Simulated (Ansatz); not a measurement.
# LaGa2Rh3: the cost of one run

All numbers below are computed with Ansatz 0.2.0 (DFT PBEsol, scalar-relativistic, plane waves, PAW).

1 further run of the same task is left out (set aside as unsound or not needed). Runs told in other sessions of the task aren't counted.

## 1. The structure to begin with

The cell holds 17 atoms (Ga6La3Rh8): a = 6.763 Å, b = 6.763 Å, c = 6.763 Å, α = 91.89°, β = 91.89°, γ = 91.89°.

The coordinates of this cell stand in the input of its own run.

The host was relaxed before at PBEsol: a = 5.612 Å, b = 5.612 Å, c = 3.773 Å, α = 90.00°, β = 90.00°, γ = 120.00° (conventional cell), 17.155 Å³/atom.

Places, in fractions of the supercell: a vacancy on Rh at (1.000, 0.000, 0.500). Its neighbours start displaced at random, with a spread of 0.03 Å in each coordinate.

## 2. The perfect crystal in the supercell of 18 atoms

Input file input.yaml:

```yaml
crystal:
  lattice:
    - [-2.8061438381, -4.8603837009, 3.773280873]
    - [5.6122876762, 0.0, 3.773280873]
    - [-2.8061438381, 4.8603837009, 3.773280873]
  atoms:
    - { symbol: Ga, position: [0.6666666667, 0.3333333333, 1.0] }
    - { symbol: Ga, position: [1.0, 0.6666666667, 0.3333333333] }
    - { symbol: Ga, position: [0.3333333333, 0.0, 0.6666666667] }
    - { symbol: Ga, position: [1.0, 0.3333333333, 0.6666666667] }
    - { symbol: Ga, position: [0.3333333333, 0.6666666667, 0.0] }
    - { symbol: Ga, position: [0.6666666667, 1.0, 0.3333333333] }
    - { symbol: La, position: [1.0, 0.0, 1.0] }
    - { symbol: La, position: [0.3333333333, 0.3333333333, 0.3333333333] }
    - { symbol: La, position: [0.6666666667, 0.6666666667, 0.6666666667] }
    - { symbol: Rh, position: [1.0, 0.0, 0.5] }
    - { symbol: Rh, position: [0.3333333333, 0.3333333333, 0.8333333333] }
    - { symbol: Rh, position: [0.6666666667, 0.6666666667, 0.1666666667] }
    - { symbol: Rh, position: [0.8333333333, 0.3333333333, 0.3333333333] }
    - { symbol: Rh, position: [0.1666666667, 0.6666666667, 0.6666666667] }
    - { symbol: Rh, position: [0.5, 0.0, 0.0] }
    - { symbol: Rh, position: [0.6666666667, 0.1666666667, 0.6666666667] }
    - { symbol: Rh, position: [1.0, 0.5, 0.0] }
    - { symbol: Rh, position: [0.3333333333, 0.8333333333, 0.3333333333] }
basis:
  ecutwfc: 420
  xc_grid: 2
kpoints:
  mp_grid: { grid: [3, 3, 3], shift: [0.0, 0.0, 0.0] }
hamiltonian:
  xc: pbesol
scf:
  occupations: { method: gaussian, width: 0.05 }
output:
  forces: true
  stress: true
  eigenvalues: true
  write_density: true
  write_potential: true
  elf: true
  volumetric_format: npy
```

Started as:

```sh
ansatz run input.yaml --threads 8 --pin off --max-ram 14336MiB --backend cpu --events-out ev --progress --plain --runs-dir out
```

**Question.** How long does this run take on 8 threads of Intel Xeon at 2.60GHz (Ice Lake), shared host, and how much memory does it need?

About 3 s, with a peak of 1.6 GiB.
